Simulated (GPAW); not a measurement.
# LaBe (Pm-3m) in GPAW: a series of runs

Runs on LaBe. Level: PBE. Tasks: relaxation of cell and atoms.

Program: GPAW 26.7.0. These are calculated values, not measurements. Logs are shortened: lines on timing, memory, paths and dates and some standing lists are left out, and cuts for length are marked. The log counts tension as positive stress, the text compression.

## Step 1: The crystal as given

The structure is cubic, space group Pm-3m (No. 221). Conventional cell: a = 3.599 Å, b = 3.599 Å, c = 3.599 Å, α = 90.00°, β = 90.00°, γ = 90.00°. La (site symmetry m-3m) has 8 Be at 3.12 Å as nearest neighbours. Be (site symmetry m-3m) is surrounded by 8 La at 3.12 Å.

The cell was built by a generator and needn't be a form met in nature.

## Step 2: Relaxation of cell and atoms, PBE, target pressure 20 GPa, at which the enthalpy is minimised

run.py reads:

```python
from ase.filters import FrechetCellFilter
from ase.io import read, write
from ase.optimize import BFGS
from ase.units import GPa
from gpaw import GPAW, PW

atoms = read('POSCAR')

calc = GPAW(mode=PW(800),
            xc='PBE',
            kpts={'size': (7, 7, 7), 'gamma': True},
            occupations={'name': 'fermi-dirac', 'width': 0.05},
            nbands=19,
            convergence={'density': 1e-05, 'forces': 0.0001},
            maxiter=150,
            txt='gpaw.txt')
atoms.calc = calc
opt = BFGS(FrechetCellFilter(atoms, scalar_pressure=20 * GPa), trajectory='relax.traj', logfile='-')
done = opt.run(fmax=0.02, steps=60)
calc.write('gs.gpw')
write('result.traj', atoms)
print('Converged:', done)
print('Cell:', atoms.cell.cellpar().round(4))
print('Volume:', round(atoms.get_volume(), 4))
print(atoms.get_scaled_positions().round(5))
```

POSCAR reads:

```
LaBe
1.0
    3.5986300000      0.0000000000      0.0000000000
    0.0000000000      3.5986300000      0.0000000000
    0.0000000000      0.0000000000      3.5986300000
La Be
1 1
Direct
    0.0000000000      0.0000000000      0.0000000000
    0.5000000000      0.5000000000      0.5000000000
```

Potentials or basis: GPAW PAW data sets (gpaw-data 1.2.1), pw.

The run is started by

```bash
$ OMP_NUM_THREADS=1 python run.py
```

gpaw.txt:

```text
__  _  _
 | _ |_)|_||  |
 |__||  | ||/\| - 26.7.0

Input parameters:
  mode=PW(ecut=800.0),
  convergence={'density': 1e-05, 'forces': 0.0001},
  kpts=MonkhorstPack(size=(7, 7, 7), gamma=True),
  maxiter=150,
  nbands=19,
  occupations=Occupations(name='fermi-dirac', width=0.05),
  xc=XC(name='PBE')

Diagonalizing LCAO Hamiltonian
Converting LCAO to pw mode
   .--------.
  /|        |
 * |        |
 | |  Be    |
 | .--------.
 |/        /
 La-------*

Atoms  # Å, Bohr magnetons
|   | symbol |        x |        y |        z |    initial magnetic moments |
|---|--------|----------|----------|----------|-----------------------------|
| 0 |     La | 0.000000 | 0.000000 | 0.000000 | ( 0.0000,  0.0000,  0.0000) |
| 1 |     Be | 1.799315 | 1.799315 | 1.799315 | ( 0.0000,  0.0000,  0.0000) |

Unit cell  # Å
| periodic |        x |        y |        z |  lengths |    angles |
|----------|----------|----------|----------|----------|-----------|
|      yes | 3.598630 | 0.000000 | 0.000000 | 3.598630 | 90.000000 |
|      yes | 0.000000 | 3.598630 | 0.000000 | 3.598630 | 90.000000 |
|      yes | 0.000000 | 0.000000 | 3.598630 | 3.598630 | 90.000000 |

Number of symmetries: 48
Symmetry operations  # r_c * U_cc + t_c -> r_c
|    | kind |            matrix            |
|----|------|------------------------------|
|  0 |  E   |  1, 0, 0,  0, 1, 0,  0, 0, 1 |
|  1 |  σ   |  1, 0, 0,  0, 1, 0,  0, 0,-1 |
|  2 |  σ   |  1, 0, 0,  0, 0, 1,  0, 1, 0 |
|  3 |  C4  |  1, 0, 0,  0, 0, 1,  0,-1, 0 |
|  4 |  C4  |  1, 0, 0,  0, 0,-1,  0, 1, 0 |
|  5 |  σ   |  1, 0, 0,  0, 0,-1,  0,-1, 0 |
|  6 |  σ   |  1, 0, 0,  0,-1, 0,  0, 0, 1 |
|  7 |  C2  |  1, 0, 0,  0,-1, 0,  0, 0,-1 |
|  8 |  σ   |  0, 1, 0,  1, 0, 0,  0, 0, 1 |
[... 229 lines left out ...]
Stress tensor  # eV/Ang^3
|         x |         y |         z |
|-----------|-----------|-----------|
| -0.002177 |  0.000000 |  0.000000 |
|  0.000000 | -0.002177 |  0.000000 |
|  0.000000 |  0.000000 | -0.002177 |

Forces  # eV/Ang
|        x |       y |       z |
|----------|---------|---------|
| -0.00000 | 0.00000 | 0.00000 |  # La   0
|  0.00000 | 0.00000 | 0.00000 |  # Be   1

Interpolating wave functions to new cell

             Be

       La

Atoms  # Å, Bohr magnetons
|   | symbol |         x |        y |        z |    initial magnetic moments |
|---|--------|-----------|----------|----------|-----------------------------|
| 0 |     La | -0.000000 | 0.000000 | 0.000000 | ( 0.0000,  0.0000,  0.0000) |
| 1 |     Be |  1.762956 | 1.762956 | 1.762956 | ( 0.0000,  0.0000,  0.0000) |

Unit cell  # Å
| periodic |         x |         y |        z |  lengths |    angles |
|----------|-----------|-----------|----------|----------|-----------|
|      yes |  3.525911 | -0.000000 | 0.000000 | 3.525911 | 90.000000 |
|      yes | -0.000000 |  3.525911 | 0.000000 | 3.525911 | 90.000000 |
|      yes |  0.000000 |  0.000000 | 3.525911 | 3.525911 | 90.000000 |

Number of symmetries: 48
Symmetry operations  # r_c * U_cc + t_c -> r_c
|    | kind |            matrix            |
|----|------|------------------------------|
|  0 |  E   |  1, 0, 0,  0, 1, 0,  0, 0, 1 |
|  1 |  σ   |  1, 0, 0,  0, 1, 0,  0, 0,-1 |
|  2 |  σ   |  1, 0, 0,  0, 0, 1,  0, 1, 0 |
|  3 |  C4  |  1, 0, 0,  0, 0, 1,  0,-1, 0 |
|  4 |  C4  |  1, 0, 0,  0, 0,-1,  0, 1, 0 |
|  5 |  σ   |  1, 0, 0,  0, 0,-1,  0,-1, 0 |
|  6 |  σ   |  1, 0, 0,  0,-1, 0,  0, 0, 1 |
|  7 |  C2  |  1, 0, 0,  0,-1, 0,  0, 0,-1 |
|  8 |  σ   |  0, 1, 0,  1, 0, 0,  0, 0, 1 |
[... 230 lines left out ...]
Stress tensor  # eV/Ang^3
|         x |         y |         z |
|-----------|-----------|-----------|
| -0.022683 |  0.000000 |  0.000000 |
|  0.000000 | -0.022683 |  0.000000 |
|  0.000000 |  0.000000 | -0.022683 |

Forces  # eV/Ang
|       x |        y |       z |
|---------|----------|---------|
| 0.00000 | -0.00000 | 0.00000 |  # La   0
| 0.00000 |  0.00000 | 0.00000 |  # Be   1

Interpolating wave functions to new cell

            Be

       La

Atoms  # Å, Bohr magnetons
|   | symbol |         x |        y |         z |    initial magnetic moments |
|---|--------|-----------|----------|-----------|-----------------------------|
| 0 |     La | -0.000000 | 0.000000 | -0.000000 | ( 0.0000,  0.0000,  0.0000) |
| 1 |     Be |  1.637523 | 1.637523 |  1.637523 | ( 0.0000,  0.0000,  0.0000) |

Unit cell  # Å
| periodic |         x |         y |        z |  lengths |    angles |
|----------|-----------|-----------|----------|----------|-----------|
|      yes |  3.275045 | -0.000000 | 0.000000 | 3.275045 | 90.000000 |
|      yes | -0.000000 |  3.275045 | 0.000000 | 3.275045 | 90.000000 |
|      yes |  0.000000 | -0.000000 | 3.275045 | 3.275045 | 90.000000 |

Number of symmetries: 48
Symmetry operations  # r_c * U_cc + t_c -> r_c
|    | kind |            matrix            |
|----|------|------------------------------|
|  0 |  E   |  1, 0, 0,  0, 1, 0,  0, 0, 1 |
|  1 |  σ   |  1, 0, 0,  0, 1, 0,  0, 0,-1 |
|  2 |  σ   |  1, 0, 0,  0, 0, 1,  0, 1, 0 |
|  3 |  C4  |  1, 0, 0,  0, 0, 1,  0,-1, 0 |
|  4 |  C4  |  1, 0, 0,  0, 0,-1,  0, 1, 0 |
|  5 |  σ   |  1, 0, 0,  0, 0,-1,  0,-1, 0 |
|  6 |  σ   |  1, 0, 0,  0,-1, 0,  0, 0, 1 |
|  7 |  C2  |  1, 0, 0,  0,-1, 0,  0, 0,-1 |
|  8 |  σ   |  0, 1, 0,  1, 0, 0,  0, 0, 1 |
[... 230 lines left out ...]
Stress tensor  # eV/Ang^3
|         x |         y |         z |
|-----------|-----------|-----------|
| -0.134687 | -0.000000 |  0.000000 |
| -0.000000 | -0.134687 |  0.000000 |
|  0.000000 |  0.000000 | -0.134687 |

Forces  # eV/Ang
|        x |        y |       z |
|----------|----------|---------|
|  0.00000 |  0.00000 | 0.00000 |  # La   0
| -0.00000 | -0.00000 | 0.00000 |  # Be   1

Interpolating wave functions to new cell

            Be

       La

Atoms  # Å, Bohr magnetons
|   | symbol |         x |        y |         z |    initial magnetic moments |
|---|--------|-----------|----------|-----------|-----------------------------|
| 0 |     La | -0.000000 | 0.000000 | -0.000000 | ( 0.0000,  0.0000,  0.0000) |
| 1 |     Be |  1.646221 | 1.646221 |  1.646221 | ( 0.0000,  0.0000,  0.0000) |

Unit cell  # Å
| periodic |        x |         y |         z |  lengths |    angles |
|----------|----------|-----------|-----------|----------|-----------|
|      yes | 3.292442 |  0.000000 |  0.000000 | 3.292442 | 90.000000 |
|      yes | 0.000000 |  3.292442 | -0.000000 | 3.292442 | 90.000000 |
|      yes | 0.000000 | -0.000000 |  3.292442 | 3.292442 | 90.000000 |

Number of symmetries: 48
Symmetry operations  # r_c * U_cc + t_c -> r_c
|    | kind |            matrix            |
|----|------|------------------------------|
|  0 |  E   |  1, 0, 0,  0, 1, 0,  0, 0, 1 |
|  1 |  σ   |  1, 0, 0,  0, 1, 0,  0, 0,-1 |
|  2 |  σ   |  1, 0, 0,  0, 0, 1,  0, 1, 0 |
|  3 |  C4  |  1, 0, 0,  0, 0, 1,  0,-1, 0 |
|  4 |  C4  |  1, 0, 0,  0, 0,-1,  0, 1, 0 |
|  5 |  σ   |  1, 0, 0,  0, 0,-1,  0,-1, 0 |
|  6 |  σ   |  1, 0, 0,  0,-1, 0,  0, 0, 1 |
|  7 |  C2  |  1, 0, 0,  0,-1, 0,  0, 0,-1 |
|  8 |  σ   |  0, 1, 0,  1, 0, 0,  0, 0, 1 |
[... 228 lines left out ...]
Stress tensor  # eV/Ang^3
|         x |         y |         z |
|-----------|-----------|-----------|
| -0.123982 |  0.000000 |  0.000000 |
|  0.000000 | -0.123982 |  0.000000 |
|  0.000000 |  0.000000 | -0.123982 |

Forces  # eV/Ang
|        x |        y |       z |
|----------|----------|---------|
| -0.00000 | -0.00000 | 0.00000 |  # La   0
|  0.00000 |  0.00000 | 0.00000 |  # Be   1

# Writing to gs.gpw (mode='')
```

Wall time 63 s (1 thread of Arm Neoverse V1, shared host); peak memory 0.24 GiB.

Results:

```
Free energy                                            : -7.3919 eV
Relaxed volume                                         : 17.85 Å³/atom
Relaxed cell                                           : a = 3.292 Å, b = 3.292 Å, c = 3.292 Å, α = 90.00°, β = 90.00°, γ = 90.00°
Space group after relaxing (to 0.05 Å)                 : Pm-3m (No. 221)
Energy change on relaxing (the enthalpy is what falls) : +288.5 meV/atom
Ionic steps                                            : 4
Pressure after relaxing                                : 19.9 GPa
Band gap on the k mesh                                 : none (metal or under the smearing width)
```

The path:
```tsv
step	energy change (eV)	largest force (eV/Å)	pressure (GPa)	volume (Å³)
1	0.0000	0.0000	0.35	46.60
2	0.0324	0.0000	3.63	43.83
3	0.6496	0.0000	21.58	35.13
4	0.5770	0.0000	19.86	35.69
```

Final structure:
```xyz
2
Lattice="3.2924 0.0000 0.0000 0.0000 3.2924 0.0000 0.0000 0.0000 3.2924" Properties=species:S:1:pos:R:3 pbc="T T T"
La    0.0000    0.0000    0.0000
Be    1.6462    1.6462    1.6462
```

Levels at points of the mesh, in eV from the Fermi level:
| k point | band 3 | band 4 | band 5 | band 6 | band 7 | band 8 | band 9 | band 10 |
| --- | --- | --- | --- | --- | --- | --- | --- | --- |
| (0.00, 0.00, 0.00) | -14.83 | -14.83 | -5.09 | -0.93 | -0.93 | 2.65 | 2.65 | 2.65 |

Caveat: one-centre terms of the f shell are cut off; later steps reuse the first step's grids; the volume moved by over 15 % at a fixed basis, so the end points are rough. The run has no spin-orbit coupling, so splittings on La are missing.

## Step 3: Relaxation of cell and atoms, PBE, target pressure 30 GPa, at which the enthalpy is minimised

Changes to run.py since step 2:

```diff
@@ -1,3 +1,4 @@
+from ase import Atoms
 from ase.filters import FrechetCellFilter
-from ase.io import read, write
+from ase.io import write
 from ase.optimize import BFGS
@@ -6,3 +7,9 @@
 
-atoms = read('POSCAR')
+atoms = Atoms(['La', 'Be'],
+              cell=[[3.59863, 0.0, 0.0],
+                    [0.0, 3.59863, 0.0],
+                    [0.0, 0.0, 3.59863]],
+              scaled_positions=[[0.0, 0.0, 0.0],
+                                [0.5, 0.5, 0.5]],
+              pbc=True)
 
@@ -17,3 +24,3 @@
 atoms.calc = calc
-opt = BFGS(FrechetCellFilter(atoms, scalar_pressure=20 * GPa), trajectory='relax.traj', logfile='-')
+opt = BFGS(FrechetCellFilter(atoms, scalar_pressure=30 * GPa), trajectory='relax.traj', logfile='-')
 done = opt.run(fmax=0.02, steps=60)
```

Potentials or basis: GPAW PAW data sets (gpaw-data 1.2.1), pw.

The run is started by

```bash
$ OMP_NUM_THREADS=1 python run.py
```

It took 73 s on 1 thread of Arm Neoverse V1, shared host; peak memory 0.28 GiB.

Results (log left out):

| Property | Result |
| --- | --- |
| Free energy | -6.9482 eV |
| Relaxed volume | 16.40 Å³/atom |
| Relaxed cell | a = 3.201 Å, b = 3.201 Å, c = 3.201 Å, α = 90.00°, β = 90.00°, γ = 90.00° |
| Space group after relaxing (to 0.05 Å) | Pm-3m (No. 221) |
| Energy change on relaxing (the enthalpy is what falls) | +510.4 meV/atom |
| Ionic steps | 5 |
| Pressure after relaxing | 30.0 GPa |
| Band gap on the k mesh | none (metal or under the smearing width) |

Step by step:
```csv
step,energy change (eV),largest force (eV/Å),pressure (GPa),volume (Å³)
1,0.0000,0.0000,0.35,46.60
2,0.0705,0.0000,5.55,42.49
3,1.1569,0.0000,32.96,32.12
4,1.0075,0.0000,29.71,32.88
5,1.0208,0.0000,30.00,32.81
```

Final structure:
```yaml
crystal:
  lattice:
    - [3.20129, 0.00000, 0.00000]
    - [0.00000, 3.20129, 0.00000]
    - [0.00000, 0.00000, 3.20129]
  atoms:
    - { symbol: La, position: [0.00000, 0.00000, 0.00000] }
    - { symbol: Be, position: [0.50000, 0.50000, 0.50000] }
```

Levels at points of the mesh, in eV from the Fermi level:
| k point | band 5 | band 6 | band 7 | band 8 | band 9 | band 10 |
| --- | --- | --- | --- | --- | --- | --- |
| (0.00, 0.00, 0.00) | -4.99 | -1.11 | -1.11 | 2.86 | 2.86 | 2.86 |

Caveat: one-centre terms of the f shell are cut off; later steps reuse the first step's grids; the volume moved by over 15 % at a fixed basis, so the end points are rough.
